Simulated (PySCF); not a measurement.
# A diatomic session: BeN

One table from this session's results is given with a row withheld; the runs are named, their logs left out.

Method: Be aug-pcseg-1, N aug-pcseg-1, no relativity; program: PySCF 2.14.0.

Set-up of the first run:

The job is set up so:

```yaml
atoms: Be, N
charge: 0
basis: Be aug-pcseg-1, N aug-pcseg-1
Hamiltonian: no relativity
basis_functions: 36
electrons_treated: 11
masses_in_u: 9.0122, 14.0031
levels: PBE0, PBE, r²SCAN, M06, TPSS, BLYP, HSE06, HF, MP2, SCS-MP2, CCSD, CCSD(T)
grid: 80 radial by 434 angular points
occupations: held fixed by the projection of orbital angular momentum
dissociation_limit: Be + N, each in its ground configuration
starting_distance_in_angstrom: 1.615
values_of_2S_to_try: 1, 3
```

Run with:

```sh
$ OMP_NUM_THREADS=1 python dia.py task.json out
```

Among the steps run: The job; First curve: PBE0; Other states along the same grid; PBE (GGA); r²SCAN; M06 (hybrid meta-GGA); TPSS (meta-GGA); BLYP; HSE06 (range-separated hybrid); UHF (mean field); Correlated methods on the Hartree–Fock reference.

One of the session's tables, all rows but one given; the rest of the session is left out.

Energy (eV) from each level's lowest point:

```
R (Å)    UHF  UHF-MP2  UHF-SCS-MP2  UHF-CCSD  UHF-CCSD(T)
1.397  0.620    0.685        0.698       n/a          n/a
1.462  0.270    0.318        0.328     0.343        0.358
1.527  0.080    0.108        0.115     0.125        0.135
1.575  0.015    0.029        0.032     0.037        0.044
1.624  0.000    0.000        0.000     0.000        0.003
1.673  0.024    0.011        0.008     0.001        0.000
1.738  0.101    0.074        0.065     0.047        0.041
1.819      ?        ?            ?         ?            ?
1.916  0.448    0.425        0.401     0.316        0.299
2.046  0.701    0.784        0.754       n/a          n/a
```

Estimate the missing values for R (Å) = 1.819.

Worked estimate for «UHF». A straight line through the neighbours (1.738, 0.101) and (1.916, 0.448) gives 0.101 + (0.448 − 0.101) × (1.819 − 1.738) / (1.916 − 1.738) = 0.259; a parabola fitted to 4 rows on both sides gives 0.257.

**Answer.** UHF: 0.244; UHF-MP2: 0.207; UHF-SCS-MP2: 0.191; UHF-CCSD: 0.152; UHF-CCSD(T): 0.140. In «UHF» the line misses by +0.015 and the parabola by +0.013.
